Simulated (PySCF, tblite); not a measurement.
# C9H10Se: excited states, part 1 of 2

Aim: compute the excited states of C9H10Se (`C[Se]C1=C[C@H]2C=C[C@@H]1C=C2`).

Computed with tblite 0.8.0 and PySCF 2.14.0 and routines of our own; the level stands in each step. Atoms count from 0.

## 1. The starting structure

20 atoms, charge 0, multiplicity 1; geometry from: force field or distance geometry start.

## 2. Geometry optimisation with GFN2-xTB

Job settings and geometry (Å):

```
{"job": {"kind": "relax", "xc": "GFN2-xTB", "basis": "xTB"}, "charge": 0, "multiplicity": 1}
C      3.315100     0.765700     0.818600
Se     2.176100    -0.760400     1.130900
C      0.484900    -0.406300     0.339200
C      0.368500     0.458100    -0.718000
C     -1.027300     0.564300    -1.265600
C     -1.410200    -0.882700    -1.482900
C     -1.336300    -1.691900    -0.425500
C     -0.789600    -1.045200     0.838700
C     -1.723200     0.115500     1.016400
C     -1.835400     0.934600    -0.045400
H      4.353900     0.444300     0.657100
H      3.200900     1.442000     1.702200
H      2.934500     1.315700    -0.066100
H      1.206400     0.992300    -1.101500
H     -1.140500     1.210900    -2.115600
H     -1.722100    -1.253100    -2.427500
H     -1.640000    -2.729900    -0.443900
H     -0.689200    -1.702400     1.674700
H     -2.275900     0.292400     1.939600
H     -2.455600     1.819800    -0.028500
```

Run with:

```
$ OMP_NUM_THREADS=1 python excited_run.py task.json out
```

One launch serves the whole session: the jobs run in the order shown.

The program printed:

```text
step      E/eV     max force
  0    -747.07231    2.352
  1    -747.23246    1.589
  2    -747.29224    0.573
  3    -747.32902    0.537
  4    -747.37384    0.492
  5    -747.38704    0.290
  6    -747.39419    0.198
  7    -747.40101    0.274
  8    -747.41039    0.368
  9    -747.41898    0.306
 10    -747.42445    0.237
 11    -747.42763    0.135
 12    -747.43049    0.215
 13    -747.43419    0.207
 14    -747.43724    0.181
 15    -747.44039    0.153
 16    -747.44307    0.137
 17    -747.44489    0.142
 18    -747.44587    0.079
 19    -747.44647    0.070
 20    -747.44688    0.053
 21    -747.44711    0.036
 22    -747.44728    0.040
 23    -747.44751    0.053
 24    -747.44788    0.065
 25    -747.44840    0.071
 26    -747.44896    0.056
 27    -747.44941    0.047
 28    -747.44977    0.055
 29    -747.45015    0.060
 30    -747.45053    0.047
 31    -747.45083    0.037
 32    -747.45113    0.046
 33    -747.45149    0.062
 34    -747.45195    0.065
 35    -747.45247    0.062
 36    -747.45303    0.072
 37    -747.45373    0.072
 38    -747.45484    0.086
 39    -747.45668    0.103
 40    -747.45912    0.138
 41    -747.46199    0.144
 42    -747.46595    0.119
 43    -747.44836    0.708
 44    -747.46891    0.125
 45    -747.46995    0.113
 46    -747.47403    0.140
 47    -747.47526    0.133
 48    -747.47816    0.106
 49    -747.48004    0.099
 50    -747.48266    0.127
 51    -747.48379    0.211
 52    -747.48667    0.183
 53    -747.48883    0.123
 54    -747.49261    0.117
 55    -747.49512    0.127
 56    -747.49876    0.152
 57    -747.50224    0.141
 58    -747.50279    0.296
 59    -747.50733    0.100
 60    -747.50889    0.100
 61    -747.51132    0.098
 62    -747.51202    0.087
 63    -747.51361    0.085
 64    -747.51491    0.100
 65    -747.51658    0.082
 66    -747.51781    0.083
 67    -747.51894    0.096
 68    -747.51993    0.092
 69    -747.52094    0.076
 70    -747.52184    0.074
 71    -747.52252    0.074
 72    -747.52316    0.062
 73    -747.52386    0.053
 74    -747.52484    0.058
 75    -747.52527    0.040
 76    -747.52554    0.031
 77    -747.52563    0.025
 78    -747.52574    0.024
 79    -747.52586    0.028
 80    -747.52601    0.027
 81    -747.52613    0.021
 82    -747.52620    0.017
 83    -747.52625    0.015
 84    -747.52630    0.017
 85    -747.52633    0.014
 86    -747.52635    0.009
```

Wall time 0.67 s (1 thread of Arm Neoverse V2, shared host); peak memory 0.18 GiB.

Step by step: (not every step is listed) (the energy doesn't fall at every step)

| step | energy from step 0 (eV) | largest force (eV/Å) |
| --- | --- | --- |
| 0 | 0.0000 | 2.3516 |
| 1 | -0.1601 | 1.5892 |
| 2 | -0.2199 | 0.5729 |
| 3 | -0.2567 | 0.5375 |
| 4 | -0.3015 | 0.4923 |
| 5 | -0.3147 | 0.2897 |
| 6 | -0.3219 | 0.1975 |
| 7 | -0.3287 | 0.2736 |
| 8 | -0.3381 | 0.3683 |
| 15 | -0.3681 | 0.1530 |
| 22 | -0.3750 | 0.0404 |
| 29 | -0.3778 | 0.0596 |
| 36 | -0.3807 | 0.0718 |
| 43 | -0.3760 | 0.7078 |
| 50 | -0.4103 | 0.1274 |
| 57 | -0.4299 | 0.1408 |
| 64 | -0.4426 | 0.1002 |
| 71 | -0.4502 | 0.0735 |
| 78 | -0.4534 | 0.0236 |
| 81 | -0.4538 | 0.0211 |
| 82 | -0.4539 | 0.0171 |
| 83 | -0.4539 | 0.0151 |
| 84 | -0.4540 | 0.0168 |
| 85 | -0.4540 | 0.0145 |
| 86 | -0.4540 | 0.0094 |

Close pairs (by a distance rule), those that changed most:

| bond | before (Å) | after (Å) | change (Å) |
| --- | --- | --- | --- |
| C2–C3 | 1.371 | 1.328 | -0.043 |
| C0–H11 | 1.119 | 1.087 | -0.032 |
| C8–C9 | 1.346 | 1.322 | -0.024 |
| C0–H12 | 1.109 | 1.087 | -0.022 |
| C7–H17 | 1.068 | 1.090 | +0.022 |
| C0–Se1 | 1.930 | 1.948 | +0.019 |
| C8–H18 | 1.090 | 1.074 | -0.016 |
| C3–C4 | 1.503 | 1.518 | +0.014 |

The final coordinates are the input of the step that follows.

## 3. Harmonic vibrations with GFN2-xTB

Job settings and geometry (Å):

```
{"job": {"kind": "ir", "xc": "GFN2-xTB", "basis": "xTB"}, "charge": 0, "multiplicity": 1}
C      3.287885     0.643821     0.689328
Se     2.047444    -0.645372     1.460977
C      0.505600    -0.267818     0.426553
C      0.367043     0.577379    -0.587798
C     -1.044895     0.604718    -1.143505
C     -1.362165    -0.832411    -1.505909
C     -1.216989    -1.674950    -0.498237
C     -0.772793    -1.007427     0.785593
C     -1.789999     0.082613     1.050759
C     -1.935140     0.923295     0.041525
H      4.217705     0.566044     1.246397
H      2.872011     1.642817     0.792382
H      3.456534     0.398632    -0.356101
H      1.125208     1.205497    -1.016673
H     -1.161118     1.297691    -1.974017
H     -1.671222    -1.082603    -2.504321
H     -1.380782    -2.736535    -0.526416
H     -0.641320    -1.698560     1.618277
H     -2.309508     0.118651     1.990581
H     -2.598646     1.768015     0.007569
```

The program printed:

```text
mode    cm-1     km/mol
  1      42.9      2.23
  2     114.2      0.09
  3     146.3      1.94
  4     179.6      0.07
  5     217.6      0.85
  6     285.5      1.08
  7     414.0      0.21
  8     423.7      2.11
  9     441.4      0.17
 10     491.9      0.24
 11     503.7      0.01
 12     574.9     22.93
 13     636.1      0.32
 14     661.5      0.45
 15     708.3      4.12
 16     734.3      0.08
 17     767.2     26.89
 18     790.4     45.82
 19     844.5      0.05
 20     851.1      0.22
 21     870.4     21.66
 22     880.1      7.58
 23     907.8      3.38
 24     961.0      4.41
 25     968.7      3.43
 26     971.4      1.85
 27     988.7     21.16
 28    1032.3      0.03
 29    1041.5      0.75
 30    1095.9      0.03
 31    1122.0      1.52
 32    1181.9      4.29
 33    1219.5      4.29
 34    1221.8      5.06
 35    1231.6      0.07
 36    1244.6     10.41
 37    1257.8      0.03
 38    1278.8      8.37
 39    1286.2      0.35
 40    1432.6      4.99
 41    1436.0      7.00
 42    1623.8     10.51
 43    1653.6     24.97
 44    1697.8     16.13
 45    2985.8     25.03
 46    3006.7      4.03
 47    3010.8     44.29
 48    3017.3     12.08
 49    3031.2      8.48
 50    3120.8      1.11
 51    3122.1     29.36
 52    3133.2     32.19
 53    3137.8     66.00
 54    3138.4     31.24
```

It took 0.79 s on 1 thread of Arm Neoverse V2, shared host; peak memory 0.18 GiB.

Which atoms move in the most intense modes:

| cm⁻¹ | km/mol | atoms |
| --- | --- | --- |
| 767 | 26.9 | H13 33 %, C3 15 % |
| 790 | 45.8 | H19 17 %, H15 17 %, H16 14 %, H18 13 % |
| 2986 | 25.0 | H17 92 % |
| 3011 | 44.3 | H14 92 % |
| 3122 | 29.4 | H19 30 %, H15 25 %, H18 20 %, H16 18 % |
| 3133 | 32.2 | H13 91 % |
| 3138 | 66.0 | H16 34 %, H15 25 %, H18 19 %, H19 13 % |
| 3138 | 31.2 | H18 35 %, H19 24 %, H16 18 %, H15 13 % |

## 4. Excited states: TDA CAM-B3LYP/def2-SVP

Settings changed since step 3:

```diff
@@ -1,2 +1,2 @@
-{"job": {"kind": "ir", "xc": "GFN2-xTB", "basis": "xTB"}, "charge": 0, "multiplicity": 1}
+{"job": {"kind": "states", "xc": "CAM-B3LYP", "basis": "def2-SVP", "tda": true, "soc": true, "nstates": 8, "ntriplets": 5, "nquad": 4}, "charge": 0, "multiplicity": 1}
 C      3.287885     0.643821     0.689328
```

With the program's defaults for keys left out, this is: TDA CAM-B3LYP/def2-SVP excited states, vertical, gas phase, spin-orbit mean-field couplings.

The program printed:

```text
coarse grid: 78672 points
cycle   1  E = -2749.7670454289  dE =  1.120e+00  |g| = 3.616e-01  |ddm| = 5.134e+00
cycle   2  E = -2749.7906732587  dE = -2.363e-02  |g| = 2.595e-01  |ddm| = 8.869e-01
cycle   3  E = -2749.8053021219  dE = -1.463e-02  |g| = 7.294e-02  |ddm| = 3.673e-01
cycle   4  E = -2749.8063135854  dE = -1.011e-03  |g| = 4.213e-02  |ddm| = 1.352e-01
cycle   5  E = -2749.8067642366  dE = -4.507e-04  |g| = 9.181e-03  |ddm| = 5.401e-02
cycle   6  E = -2749.8067861868  dE = -2.195e-05  |g| = 3.017e-03  |ddm| = 1.522e-02
cycle   7  E = -2749.8067886414  dE = -2.455e-06  |g| = 6.938e-04  |ddm| = 4.008e-03
final grid: 167672 points
cycle   8  E = -2749.8067590622  dE = -1.662e-07  |g| = 6.424e-04  |ddm| = 3.443e-03
cycle   9  E = -2749.8067590247  dE =  3.748e-08  |g| = 7.892e-04  |ddm| = 1.556e-03
cycle  10  E = -2749.8067591730  dE = -1.483e-07  |g| = 9.661e-05  |ddm| = 8.169e-04
cycle  11  E = -2749.8067591753  dE = -2.367e-09  |g| = 3.504e-05  |ddm| = 1.379e-04
cycle  12  E = -2749.8067591759  dE = -5.384e-10  |g| = 2.071e-05  |ddm| = 8.532e-05
converged SCF energy = -2749.8067591759

Singlet excitations
state   eV       nm        f     d(h-e)  d(exc)  Lambda  PR(NTO)  |dmu|/D   mu/D   main configurations
  1   4.8319   256.6   0.00073   0.338   3.009   0.520   1.080    0.727    1.825   H->L+2 0.47, H->L 0.39
  2   5.0439   245.8   0.00314   1.026   3.236   0.541   1.152    3.433    3.767   H->L 0.56, H->L+2 0.31
  3   5.2386   236.7   0.06052   0.657   3.087   0.701   1.075    1.909    2.116   H->L+1 0.86
  4   6.0254   205.8   0.00156   0.460   3.055   0.694   1.200    1.568    1.858   H-1->L 0.81
  5   6.1575   201.4   0.05697   0.483   3.182   0.672   1.369                     H-1->L+1 0.78, H-2->L 0.13
  6   6.2870   197.2   0.00044   0.528   3.402   0.455   1.253                     H->L+3 0.75, H->L+6 0.08
  7   6.6706   185.9   0.00043   0.919   2.877   0.587   1.099                     H-2->L+1 0.93
  8   6.8260   181.6   0.00025   1.462   3.644   0.468   1.697                     H-1->L+2 0.51, H->L+2 0.11, H-1->L+3 0.08

Triplet excitations (Tamm-Dancoff)
state   eV     d(h-e)  d(exc)  Lambda  PR(NTO)   main configurations
  1   3.4691   0.223   2.528   0.714   1.158   H->L+1 0.76
  2   3.5869   0.189   2.392   0.630   1.301   H->L 0.42, H-1->L 0.39
  3   4.2543   0.064   2.118   0.713   2.773   H-2->L 0.34, H-1->L+1 0.24, H->L+4 0.09
  4   4.4012   0.466   2.674   0.499   1.063   H->L+2 0.71, H-1->L+2 0.10
  5   5.1793   1.120   3.246   0.581   1.246   H->L 0.36, H-1->L 0.24, H->L+6 0.10
S1 - T1 = 1.3628 eV

Spin-orbit couplings |<S|Hso|T>| (cm-1)
             T1       T2       T3       T4       T5
S0       23.482   64.636   89.648  705.856  414.646
S1       96.966   27.170   33.195   43.185  181.104
S2       40.868   23.227   26.255   81.562   89.905
S3       12.919   24.105   20.366  102.144   63.489
S4       30.379   10.215   24.092   97.638   10.644
S5        7.750    5.949   12.937   97.355   65.762
S6       90.166   18.916   44.317  201.000    9.705
S7       31.974    4.628   15.078   10.523    6.501
S8       43.020   28.783   22.121   94.184   40.914
T1 sublevels (cm-1): 0.000 0.061 0.517   radiative rates (1/s): 524 9.56 126
```

Run time: 76 s. Hardware: 1 thread of Arm Neoverse V2, shared host; peak memory 1 GiB.

In short:

| quantity | value |
| --- | --- |
| S1 less T1 | 1.36 eV |

The fields below are evaluated on a grid from the run's orbitals.

Frontier orbitals at CAM-B3LYP/def2-SVP, with the share of their density that lies nearest to each atom:

| orbital | energy (eV) | lies on |
| --- | --- | --- |
| HOMO | -6.64 | Se1 41 %; C3 21 %; C2 11 % |
| LUMO | 1.26 | 4 C atoms about 16 % each |

ELF in a plane through or near 10 of the atoms.

Ten even steps from '0' (0.00) to '9' (1.00):
```
0000000000000000000000000000
0000000000000000000000000000
0000000000000000000000000000
0000000034300189700000000000
0000000268720499910000000000
0000000376640599910000000000
0000000333241288710000000000
0004871325556769330000000000
0009998673382394510000000000
0009997176362151100000000000
0005883152038741210000000000
0000124651043575451000000000
0000001210699482541000000000
0000000000999428981000000000
0000000000898019993000000000
0000000000131019994000000000
0000000000000008981000000000
0000000000000000000000000000
0000000000000000000000000000
0000000000000000000000000000
```
The map spans 14.0 Å across and 9.9 Å up, centred on the molecule. Atoms in the plane (x, y in Å): C0 (-3.4, 0.0), Se1 (-2.1, 1.5), C2 (-0.5, 0.5), C3 (-0.3, -0.8), C4 (1.1, -1.2), C7 (0.8, 1.3), H10 (-4.4, 0.4), H13 (-1.1, -1.6), H14 (1.3, -2.3), H17 (0.6, 2.4).

On the surface of density 0.002 e/bohr³ the electrostatic potential runs, from the 1st to the 99th percentile, from -0.95 V near Se1 to 0.80 V near H10.

## 5. Excited states: TDA CAM-B3LYP/cc-pVDZ

Settings changed since step 4:

```diff
@@ -1,4 +1,4 @@
-{"job": {"kind": "states", "xc": "CAM-B3LYP", "basis": "def2-SVP", "tda": true, "soc": true, "nstates": 8, "ntriplets": 5, "nquad": 4}, "charge": 0, "multiplicity": 1}
+{"job": {"kind": "states", "xc": "CAM-B3LYP", "basis": "cc-pVDZ", "tda": true, "soc": true, "nstates": 20, "ntriplets": 5, "nquad": 4, "grid": 0, "scf": {"max_cycle": 86}}, "charge": 0, "multiplicity": 1}
 C      3.287885     0.643821     0.689328
-Se     2.047444    -0.645372     1.460977
+Se     1.675312    -1.032130     1.692472
 C      0.505600    -0.267818     0.426553
```

Level: TDA CAM-B3LYP/cc-pVDZ excited states, vertical, gas phase, spin-orbit mean-field couplings.

The program printed:

```text
final grid: 18424 points
cycle   1  E = -2750.1797818572  dE =  1.102e+00  |g| = 3.456e-01  |ddm| = 8.683e+00
cycle   2  E = -2750.2017875576  dE = -2.201e-02  |g| = 2.702e-01  |ddm| = 1.299e+00
cycle   3  E = -2750.2200351490  dE = -1.825e-02  |g| = 5.711e-02  |ddm| = 5.587e-01
cycle   4  E = -2750.2207859006  dE = -7.508e-04  |g| = 3.017e-02  |ddm| = 1.408e-01
cycle   5  E = -2750.2210145447  dE = -2.286e-04  |g| = 7.498e-03  |ddm| = 5.529e-02
cycle   6  E = -2750.2210290803  dE = -1.454e-05  |g| = 3.350e-03  |ddm| = 1.666e-02
cycle   7  E = -2750.2210320266  dE = -2.946e-06  |g| = 9.565e-04  |ddm| = 6.123e-03
cycle   8  E = -2750.2210323113  dE = -2.847e-07  |g| = 5.309e-04  |ddm| = 2.908e-03
cycle   9  E = -2750.2210324029  dE = -9.160e-08  |g| = 1.443e-04  |ddm| = 1.229e-03
cycle  10  E = -2750.2210324101  dE = -7.180e-09  |g| = 4.869e-05  |ddm| = 3.365e-04
cycle  11  E = -2750.2210324110  dE = -9.086e-10  |g| = 1.033e-05  |ddm| = 1.311e-04
converged SCF energy = -2750.2210324110

Singlet excitations
state   eV       nm        f     d(h-e)  d(exc)  Lambda  PR(NTO)  |dmu|/D   mu/D   main configurations
  1   2.3719   522.7   0.00005   1.199   2.979   0.349   1.002    3.461    3.343   H->L 0.84, H-1->L 0.14
  2   4.1015   302.3   0.00052   2.783   4.037   0.359   1.005    8.587    8.484   H-1->L 0.69, H->L 0.15, H-4->L 0.14
  3   5.0763   244.2   0.00027   1.170   3.253   0.611   1.055    4.023    4.441   H->L+1 0.95
  4   5.1523   240.6   0.12489   2.146   3.832   0.642   1.334    6.670    6.596   H-2->L 0.70, H->L+2 0.13, H-5->L 0.11
  5   5.3245   232.9   0.02832   0.406   3.237   0.736   1.438                     H->L+2 0.78
  6   5.4775   226.4   0.00026   2.943   4.045   0.404   1.036                     H-4->L 0.76, H-1->L 0.16
  7   5.7454   215.8   0.00020   0.329   2.930   0.519   1.372                     H->L+3 0.68, H-1->L+1 0.12, H->L+4 0.10
  8   5.9988   206.7   0.01048   2.349   3.852   0.583   1.266                     H-5->L 0.41, H-3->L 0.41, H-1->L+2 0.10
  9   6.1163   202.7   0.00059   0.497   3.194   0.657   1.404                     H-1->L+1 0.71, H->L+3 0.09
 10   6.2099   199.7   0.05643   0.395   3.197   0.652   2.168                     H-1->L+2 0.57, H-2->L+1 0.20, H-5->L 0.12
 11   6.3837   194.2   0.00106   0.350   3.024   0.534   1.140                     H-2->L+2 0.86
 12   6.8191   181.8   0.00313   0.467   3.452   0.472   1.725                     H->L+4 0.47, H-1->L+3 0.23, H->L+3 0.15
 13   6.8754   180.3   0.66220   0.106   2.875   0.617   2.177                     H-3->L 0.26, H-5->L 0.22, H-2->L+1 0.18
 14   6.9371   178.7   0.11519   0.743   3.391   0.675   3.417                     H-2->L+1 0.36, H-1->L+2 0.18, H->L+6 0.14
 15   7.3224   169.3   0.01978   0.568   3.583   0.507   2.424                     H-1->L+3 0.28, H->L+4 0.26, H-4->L+1 0.14
 16   7.3806   168.0   0.03714   0.513   3.127   0.602   2.023                     H-3->L+2 0.46, H->L+6 0.15, H-4->L+2 0.13
 17   7.4062   167.4   0.05956   0.690   3.477   0.494   3.541                     H->L+5 0.28, H-3->L+1 0.12, H-2->L+3 0.11
 18   7.4202   167.1   0.01639   2.529   4.014   0.277   1.209                     H-7->L 0.71, H-9->L 0.08
 19   7.4402   166.6   0.03763   1.235   3.896   0.427   3.155                     H-6->L 0.33, H->L+6 0.16, H-7->L 0.10
 20   7.4498   166.4   0.02616   1.876   4.105   0.330   2.497                     H-6->L 0.53, H-4->L+1 0.13

Triplet excitations (Tamm-Dancoff)
state   eV     d(h-e)  d(exc)  Lambda  PR(NTO)   main configurations
  1   1.9059   1.038   2.832   0.350   1.003   H->L 0.75, H-1->L 0.21
  2   2.4575   0.191   2.568   0.625   1.004   H-2->L 0.60, H-3->L 0.32
  3   3.5485   0.074   2.496   0.754   1.210   H->L+2 0.80
  4   3.6202   0.095   2.402   0.633   1.312   H->L+1 0.51, H-1->L+1 0.30
  5   3.9852   2.802   4.013   0.368   1.029   H-1->L 0.55, H->L 0.24, H-4->L 0.17
S1 - T1 = 0.4660 eV

Spin-orbit couplings |<S|Hso|T>| (cm-1)
             T1       T2       T3       T4       T5
S0      790.234   10.454   54.077   59.763  341.981
S1        8.187  456.624  113.423   51.019   35.900
S2        9.660  260.636   66.161   43.767   12.966
S3      153.597    8.592   56.008    9.863   58.577
S4      312.387  190.870   19.088   16.627  105.979
S5      134.292   73.973    6.669   13.380   78.928
S6       25.561  138.146   28.981   16.872   10.276
S7      325.867   41.622   99.964   12.905   54.638
S8      344.226  253.498   25.293   18.695  161.579
S9       63.200   27.058   30.058   11.406   99.652
S10     194.385   81.151   24.333   14.291  110.064
S11      24.928   91.977   90.464   15.106   37.923
S12     122.892   22.242   21.525    8.993  101.027
S13     437.497  121.672   26.018   24.210  208.338
S14     163.024   71.221    7.385   34.080   43.107
S15      55.938  124.003   43.508   26.540  246.126
S16      69.228  105.216   88.487   12.241   41.358
S17      49.683  169.892   23.127   25.354   36.020
S18      95.569    4.996   14.555    7.780   46.677
S19      45.027  167.207    7.962   24.672   75.964
S20      18.516  121.873   13.314   22.819   82.246
T1 sublevels (cm-1): 0.000 4.209 98.012   radiative rates (1/s): 4.83 4.17 1.15e+05
```

Wall time 67 s (1 thread of Arm Neoverse V2, shared host); peak memory 0.99 GiB.

It converged, yet the result is unsound: one atom of the first bond was moved so that the bond is 1.3 times as long; grid level 0 is too coarse.

(Continued in part 2 of 2.)
